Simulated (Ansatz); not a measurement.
# Ru16CO: the cost of one run

Method: DFT PBE, scalar-relativistic, plane waves, PAW, in Ansatz 0.2.0.

14 further runs of the same task are left out: 14 set aside as unsound or not needed.

### 1 The starting structure

The structure is triclinic, space group P1 (No. 1). The conventional cell has a = 5.440 Å, b = 5.440 Å, c = 24.366 Å, α = 90.00°, β = 90.00°, γ = 120.00°. Ru (site symmetry 1) is surrounded by 9 Ru at 2.66 to 2.72 Å. Ru (site symmetry 1) has 12 Ru at 2.65 to 2.72 Å as nearest neighbours. Only part of the 18 independent sites is listed.

As a file:

```
CELL_PARAMETERS angstrom
5.44005 0.00000 0.00000
-2.72003 4.71122 0.00000
0.00000 0.00000 24.36592
ATOMIC_POSITIONS crystal
Ru 0.33333 0.16667 0.16416
Ru 0.33333 0.66667 0.16416
Ru 0.83333 0.16667 0.16416
Ru 0.83333 0.66667 0.16416
Ru 0.16667 0.33333 0.25234
Ru 0.16667 0.83333 0.25234
Ru 0.66667 0.33333 0.25234
Ru 0.66667 0.83333 0.25234
Ru 0.33333 0.16667 0.34019
Ru 0.33333 0.66667 0.34019
Ru 0.83333 0.16667 0.34019
Ru 0.83333 0.66667 0.34019
Ru 0.16667 0.33333 0.42543
Ru 0.16667 0.83333 0.42543
Ru 0.66667 0.33333 0.42543
Ru 0.66667 0.83333 0.42543
C 0.41667 0.83333 0.49971
O 0.36148 0.77814 0.54570
```

This is the geometry of the first run shown, built on a cell relaxed beforehand with the same method.

### 2 What is varied

Atoms count from 1 in the order of the input.

CO stands on one site of a rigid substrate at a fixed height and bond length while its axis is turned; the height is held at 1.81 Å.

- tilt of the C17-O18 axis from the surface normal: 7 values from 0 to 90 °
- azimuth of the C17-O18 axis from a direction equivalent to the long diagonal of the hexagonal surface cell: 12 values from 0 to 330 °, periodic

Nothing else is relaxed. Points are written as (first, second).

### 3 Point (15°, 150°)

A dipole layer in the vacuum cancels the field that periodic copies would set up if the slab's two faces differ.

File input.yaml:

```yaml
crystal:
  lattice:
    - [5.4400501762, 0.0, 0.0]
    - [-2.7200250881, 4.7112216504, 0.0]
    - [0.0, 0.0, 24.3659169473]
  atoms:
    - { symbol: Ru, position: [0.3333333333, 0.1666666667, 0.1641637378] }
    - { symbol: Ru, position: [0.3333333333, 0.6666666667, 0.1641637378] }
    - { symbol: Ru, position: [0.8333333333, 0.1666666667, 0.1641637378] }
    - { symbol: Ru, position: [0.8333333333, 0.6666666667, 0.1641637378] }
    - { symbol: Ru, position: [0.1666666667, 0.3333333333, 0.2523354555] }
    - { symbol: Ru, position: [0.1666666667, 0.8333333333, 0.2523354555] }
    - { symbol: Ru, position: [0.6666666667, 0.3333333333, 0.2523354555] }
    - { symbol: Ru, position: [0.6666666667, 0.8333333333, 0.2523354555] }
    - { symbol: Ru, position: [0.3333333333, 0.1666666667, 0.3401874887] }
    - { symbol: Ru, position: [0.3333333333, 0.6666666667, 0.3401874887] }
    - { symbol: Ru, position: [0.8333333333, 0.1666666667, 0.3401874887] }
    - { symbol: Ru, position: [0.8333333333, 0.6666666667, 0.3401874887] }
    - { symbol: Ru, position: [0.1666666667, 0.3333333333, 0.4254269178] }
    - { symbol: Ru, position: [0.1666666667, 0.8333333333, 0.4254269178] }
    - { symbol: Ru, position: [0.6666666667, 0.3333333333, 0.4254269178] }
    - { symbol: Ru, position: [0.6666666667, 0.8333333333, 0.4254269178] }
    - { symbol: C, position: [0.4166666667, 0.8333333333, 0.4997110092] }
    - { symbol: O, position: [0.3614778205, 0.7781444872, 0.5456963075] }
basis:
  ecutwfc: 420
kpoints:
  mp_grid: { grid: [6, 6, 1] }
hamiltonian:
  xc: pbe
scf:
  occupations: { method: gaussian, width: 0.1 }
output:
  forces: true
  eigenvalues: true
efield:
  axis: 3
  dipole_correction: true
  ramp_width: 0.04
```

Started as:

```
> ansatz run input.yaml --threads 4 --pin off --max-ram 12288MiB --backend cpu --events-out ev --progress --plain --runs-dir out
```

Q: Estimate wall time and peak memory on 4 threads of Arm Neoverse V1, shared host.

About 52 s, with a peak of 2.7 GiB.
